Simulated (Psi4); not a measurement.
**UMP2/def2-SVP (core potential) run of InNH3 (SMILES [NH2][InH])**

Aim: the vertical ionisation energy of InNH3 at UMP2/def2-SVP (core potential), from 2 runs. 

The calculation is run with Psi4 1.11.

6 further runs of the same task are left out: 4 that didn't finish, 2 set aside as unsound or not needed.

## Step 1: The molecule

The species is InNH3 (5 atoms), meant as a doublet with charge 0. SMILES: `[NH2][InH]`. Geometry: relaxed at PBE0-D4/def2-TZVP. This is one conformer, not always the lowest.

Bond lengths: N1–In2 2.036 Å, N1–H3 1.011 Å, N1–H4 1.009 Å, In2–H5 1.761 Å. Angles: N1–In2–H5 116.4°, In2–N1–H3 120.0°, In2–N1–H4 120.8°, H3–N1–H4 109.8°.

## Step 2: A single-point energy at UMP2/def2-SVP (core potential)

Contents of h3inn.xyz:

```xyz
5
H3InN
N     -0.299400    -0.736500     0.264700
In     0.846600     0.946400     0.296000
H     -0.846800    -0.960800    -0.554700
H      0.017600    -1.585600     0.707600
H      0.331900     2.262600    -0.755100
```

Contents of calc.py:

```python
import psi4

psi4.set_memory('1600 MB')
psi4.set_num_threads(1)
psi4.set_output_file('output.dat', False)

with open('h3inn.xyz') as f:
    atoms = ''.join(f.readlines()[2:])
mol = psi4.geometry('0 2\n' + atoms + 'symmetry c1\nno_reorient\nno_com')

psi4.set_options({
    'reference': 'uhf',
    'puream': True,
    'e_convergence': 1e-09,
    'd_convergence': 1e-08,
    'scf_type': 'pk',
    'num_frozen_docc': 5,
    'mp2_type': 'conv',
    'maxiter': 200,
})

E, wfn = psi4.energy("mp2/def2-SVP", return_wfn=True)
print('E =', round(E, 9))
```

Launch:

```bash
$ python calc.py
```

output.dat:

```text
[...]
    !!!  WARNING: ECP capability is in beta. Please check occupations closely.  !!!
[...]
  Running in c1 symmetry.
[...]
  Nuclear repulsion =   61.852746045763588
[...]
  Multiplicity = 2
[...]
  Nalpha       = 16
  Nbeta        = 15
[...]
    Number of basis functions: 55
[...]
   @UHF iter   1:  -245.18294753667286   -1.40930e+00   9.49026e-03 ADIIS/DIIS
[...]
   @UHF iter  16:  -245.32464481254601   -2.35900e-12   6.70048e-09 DIIS
[...]
   @S^2 Observed:                7.594232816E-01
[...]
    Orbital Energies [Eh]
    ---------------------
    Alpha Occupied:
       1A    -15.517718     2A     -5.377608     3A     -3.636252
       4A     -3.632075     5A     -3.627292     6A     -1.087853
       7A     -1.023089     8A     -1.020122     9A     -1.017240
      10A     -1.014630    11A     -0.996976    12A     -0.614074
      13A     -0.560707    14A     -0.450001    15A     -0.376241
      16A     -0.291001
    Alpha Virtual:
      17A      0.039873    18A      0.109369    19A      0.149304
      20A      0.233146    21A      0.272848    22A      0.279526
      23A      0.303187    24A      0.315520    25A      0.402916
[...]
  @UHF Final Energy:  -245.32464481254601
   => Energetics <=
    Nuclear Repulsion Energy =             61.8527460457635883
    One-Electron Energy =                -534.2836240843594169
    Two-Electron Energy =                 227.1062332260498238
    Total Energy =                       -245.3246448125460120
  UHF NO Occupations:
  HONO-2 :   14  A 1.9994332
  HONO-1 :   15  A 1.9963797
[...]
 Multipole Moments:
 ------------------------------------------------------------------------------------
     Multipole            Electronic (a.u.)      Nuclear  (a.u.)        Total (a.u.)
 ------------------------------------------------------------------------------------
 L = 1.  Multiply by 2.5417464519 to convert [e a0] to [Debye]
 Dipole X            :        -28.3626194           28.6964361            0.3338167
 Dipole Y            :        -27.5461527           27.2783856           -0.2677671
 Dipole Z            :        -14.1720792           14.1100181           -0.0620611
 Magnitude           :                                                    0.4324169
[...]
	SCS-MP2 Total Energy (a.u.)        :  -245.57400740681777
	SOS-MP2 Total Energy (a.u.)        :  -245.55354859482563
	SCSN-MP2 Total Energy (a.u.)       :  -245.43266733986439
[...]
	SOS-PI-MP2 Total Energy (a.u.)     :  -245.59169922520556
[...]
	MP2 Total Energy (a.u.)            :  -245.57677440042204
[...]
```

On the terminal:

```text
Memory set to   1.490 GiB by Python driver.
  Threads set to 1 by Python driver.
E = -245.5767744
```

Run time: 1.6 s. Hardware: 1 thread of Intel Xeon 6975P-C (Granite Rapids), shared host; peak memory 0.23 GiB.

## Step 3: The singlet cation at the same level

Contents of input.in:

```
memory 1600 MB

molecule {
  1 1
  N     -0.299400    -0.736500     0.264700
  In     0.846600     0.946400     0.296000
  H     -0.846800    -0.960800    -0.554700
  H      0.017600    -1.585600     0.707600
  H      0.331900     2.262600    -0.755100
  units angstrom
  symmetry c1
  no_reorient
  no_com
}

set {
  basis           def2-SVP
  puream          true
  e_convergence   1e-09
  d_convergence   1e-08
  scf_type        pk
  num_frozen_docc 5
  mp2_type        conv
}

energy("mp2")
```

Launch:

```bash
$ psi4 -n 1 input.in input.out
```

input.out:

```text
[...]
    !!!  WARNING: ECP capability is in beta. Please check occupations closely.  !!!
[...]
  Running in c1 symmetry.
[...]
  Nuclear repulsion =   61.852746045763588
[...]
  Multiplicity = 1
[...]
  Nalpha       = 15
  Nbeta        = 15
[...]
    Number of basis functions: 55
[...]
   @RHF iter   1:  -244.90706948669734   -1.13342e+00   8.99609e-03 ADIIS/DIIS
[...]
   @RHF iter  13:  -245.05214073992894   -3.32534e-12   4.26892e-09 DIIS
[...]
    Orbital Energies [Eh]
    ---------------------
    Doubly Occupied:
       1A    -15.741403     2A     -5.659478     3A     -3.917646
       4A     -3.916912     5A     -3.908549     6A     -1.326862
       7A     -1.304176     8A     -1.303555     9A     -1.296147
      10A     -1.293713    11A     -1.243778    12A     -0.821648
      13A     -0.766792    14A     -0.656711    15A     -0.580129
[...]
  @RHF Final Energy:  -245.05214073992894
   => Energetics <=
    Nuclear Repulsion Energy =             61.8527460457635883
    One-Electron Energy =                -526.3347735133442029
    Two-Electron Energy =                 219.4298867276516773
    Total Energy =                       -245.0521407399289444
[...]
 Multipole Moments:
 ------------------------------------------------------------------------------------
     Multipole            Electronic (a.u.)      Nuclear  (a.u.)        Total (a.u.)
 ------------------------------------------------------------------------------------
 L = 1.  Multiply by 2.5417464519 to convert [e a0] to [Debye]
 Dipole X            :        -26.4784369           28.6964361            2.2179992
 Dipole Y            :        -25.8341729           27.2783856            1.4442127
 Dipole Z            :        -13.2485562           14.1100181            0.8614618
 Magnitude           :                                                    2.7834129
[...]
	SCS-MP2 Total Energy (a.u.)        :  -245.30297136073006
	SOS-MP2 Total Energy (a.u.)        :  -245.28313937111886
	SCSN-MP2 Total Energy (a.u.)       :  -245.15685364507615
[...]
	SOS-PI-MP2 Total Energy (a.u.)     :  -245.32163914298386
[...]
	MP2 Total Energy (a.u.)            :  -245.30413556808753
[...]
```

Wall time 1.6 s (1 thread of Intel Xeon 6975P-C (Granite Rapids), shared host); peak memory 0.22 GiB.

## Step 4: Summary of results

Level: UMP2/def2-SVP (core potential), 5 core orbitals frozen.

```
                                                                 quantity          value
                                              doublet InNH3: total energy  -245.57677 Eh
doublet InNH3: HOMO energy (Hartree–Fock orbitals) (highest over α and β)       -7.92 eV
 doublet InNH3: LUMO energy (Hartree–Fock orbitals) (lowest over α and β)        0.74 eV
               doublet InNH3: correlation energy (5 core orbitals frozen)     -252.1 mEh
                         doublet InNH3: ⟨S²⟩ of the reference determinant          0.759
                                             singlet cation: total energy  -245.30414 Eh
                      singlet cation: HOMO energy (Hartree–Fock orbitals)      -15.79 eV
                      singlet cation: LUMO energy (Hartree–Fock orbitals)       -6.90 eV
                    singlet cation: HOMO–LUMO gap (Hartree–Fock orbitals)        8.89 eV
              singlet cation: correlation energy (5 core orbitals frozen)     -252.0 mEh
                       vertical ionisation energy (to the singlet cation)       7.419 eV
```

In words: The vertical ionisation energy comes to 7.42 eV (171 kcal/mol). Only the singlet of the ionised species was computed; a triplet could lie lower.
